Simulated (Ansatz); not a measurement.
# Hf4Br: the cost of one run

Program: Ansatz 0.2.0. Level of theory: DFT PBE, scalar-relativistic, plane waves, PAW. These are calculated values, not measurements.

2 further runs of the same task are left out: 1 that didn't finish, 1 set aside as unsound or not needed. Runs told in other sessions of the task aren't counted.

### 1 Starting point

The structure is cubic, space group I-43m (No. 217). Conventional cell: a = 6.702 Å, b = 6.702 Å, c = 6.702 Å, α = 90.00°, β = 90.00°, γ = 90.00°. Hf (site symmetry 3m) has 1 Br at 1.47 Å in its first shell of neighbours. Br (site symmetry -43m) has 4 Hf at 1.47 Å in its first shell of neighbours.

Structure file:

```
Hf Br
1.0
    -3.35077    3.35077    3.35077
     3.35077   -3.35077    3.35077
     3.35077    3.35077   -3.35077
Hf Br
4 1
Direct
  0.00000 0.00000 0.74631
  0.74631 0.00000 0.00000
  0.00000 0.74631 0.00000
  0.25369 0.25369 0.25369
  0.00000 0.00000 0.00000
```

A structure generator made this guess: species swapped into a database cell of H4C (I-43m, No. 217), with Hf on the H sites and Br on the C sites. The dimensions are guesses.

### 2 The guess as it stands, on a coarse mesh

input.yaml

```yaml
crystal:
  lattice:
    - [-3.3507669, 3.3507669, 3.3507669]
    - [3.3507669, -3.3507669, 3.3507669]
    - [3.3507669, 3.3507669, -3.3507669]
  atoms:
    - { symbol: Hf, position: [0.0, 0.0, 0.74631286] }
    - { symbol: Hf, position: [0.74631286, 0.0, 0.0] }
    - { symbol: Hf, position: [0.0, 0.74631286, 0.0] }
    - { symbol: Hf, position: [0.25368714, 0.25368714, 0.25368714] }
    - { symbol: Br, position: [0.0, 0.0, 0.0] }
basis:
  ecutwfc: 420
kpoints:
  mp_grid: { grid: [4, 4, 4] }
hamiltonian:
  xc: pbe
scf:
  occupations: { method: gaussian, width: 0.1 }
  lower_state_search: "off"
output:
  forces: true
  stress: true
  eigenvalues: true
```

On the command line:

```
$ ansatz run input.yaml --threads 1 --pin off --max-ram 2560MiB --backend cpu --events-out ev --progress --plain --runs-dir out
```

**Question.** How long does this run take on 1 thread of Intel Xeon at 2.50GHz (Skylake/Cascade Lake), shared host, and how much memory does it need?

About 24 s, with a peak of 0.41 GiB.
